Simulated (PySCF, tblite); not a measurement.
# C6H8N2O2: geometry, infrared bands and NMR shifts

What infrared bands and NMR shifts should C6H8N2O2 (`O=CN[C@H]1C=C[C@H]1NC=O`) show?

The runs use tblite 0.8.0 and PySCF 2.14.0, with density-fitted response routines of our own; the level of theory stands in each step. All values are computed, except where a source is named. Atoms count from 0, in the outputs and in this text.

## 1. The molecule as given

18 atoms, charge 0, multiplicity 1; geometry from: force field or distance geometry start.

Bonds of the start (Å): O0–C1 1.21, C1–N2 1.38, N2–C3 1.48, C3–C4 1.50, C4–C5 1.35, C5–C6 1.52, C6–N7 1.49, N7–C8 1.37, C8–O9 1.23, C6–C3 1.57, C1–H10 1.11, N2–H11 1.01, C3–H12 1.10, C4–H13 1.09, C5–H14 1.08, C6–H15 1.09, N7–H16 1.01, C8–H17 1.10.

## 2. Optimising the geometry with GFN2-xTB

Job settings and geometry (Å):

```
{"job": {"kind": "relax", "xc": "GFN2-xTB", "basis": "xTB"}, "charge": 0, "multiplicity": 1}
O     -2.902100     1.186600     1.131400
C     -1.871800     0.851900     1.659200
N     -0.839200     0.141900     1.086700
C     -0.896500    -0.357400    -0.300900
C     -0.957000     0.726700    -1.332100
C      0.060300     0.216600    -2.057600
C      0.471500    -0.747200    -0.957400
N      1.747200    -0.268800    -0.355800
C      2.170000    -0.602200     0.899400
O      1.503600    -1.214200     1.731800
H     -1.649700     1.076100     2.723000
H     -0.089800    -0.163100     1.687500
H     -1.663300    -1.147500    -0.379000
H     -1.671400     1.525300    -1.507200
H      0.509300     0.487600    -3.007100
H      0.539600    -1.803500    -1.231800
H      2.358000     0.310300    -0.912900
H      3.172400    -0.212700     1.111100
```

On the command line:

```sh
OMP_NUM_THREADS=1 python probes_run.py task.json out
```

One launch serves the whole session: the jobs run in the order shown.

**Question.** This job is followed by: GFN2-xTB harmonic vibrations, gas phase; GIAO PBE0/pcSseg-1 NMR shielding, non-relativistic, gas phase. What will the session give for the following? strongest single infrared mode (GFN2-xTB); zero-point energy (GFN2-xTB); ¹³C shifts against TMS (PBE0/pcSseg-1, means over atoms taken as alike); ¹H shifts against TMS (PBE0/pcSseg-1, means over atoms taken as alike); ¹⁷O shifts against H2O (PBE0/pcSseg-1, means over atoms taken as alike); ¹⁵N shifts against NH3 (PBE0/pcSseg-1, means over atoms taken as alike); surface potential, 1st and 99th percentile.

**Answer**, as computed:

| quantity | value |
| --- | --- |
| strongest single infrared mode (GFN2-xTB) | 1766 cm⁻¹, 837 km/mol |
| zero-point energy (GFN2-xTB) | 85.3 kcal/mol |
| ¹³C shifts against TMS (PBE0/pcSseg-1, means over atoms taken as alike) | 165.6, 148.7, 62.7 ppm |
| ¹H shifts against TMS (PBE0/pcSseg-1, means over atoms taken as alike) | 8.33, 6.56, 4.93, 4.64 ppm |
| ¹⁷O shifts against H2O (PBE0/pcSseg-1, means over atoms taken as alike) | 430.7 ppm |
| ¹⁵N shifts against NH3 (PBE0/pcSseg-1, means over atoms taken as alike) | 150.7 ppm |
| surface potential, 1st and 99th percentile | -1.77 V and 1.84 V |

In words: The optimisation took 127 steps and gained 0.467 eV; among the close pairs (by a distance rule), C6–N7 changed most, from 1.489 to 1.438 Å. No mode is imaginary among the 48: a minimum at this level. The strongest single mode, at 1766 cm⁻¹, moves mainly C1, O0 and C8. Unscaled tight-binding wavenumbers are off by several per cent, some by more. Its intensities can rank the bands wrongly. C1, C8 (mean) (amide carbonyl carbon) lies farthest downfield among carbon, at 165.6 ppm; it is a carbonyl in resonance with an O or N lone pair, the region of acids, esters and amides. At PBE0/pcSseg-1: The largest span, 764 ppm, is at O0, O9, where the paramagnetic term is -498 ppm.
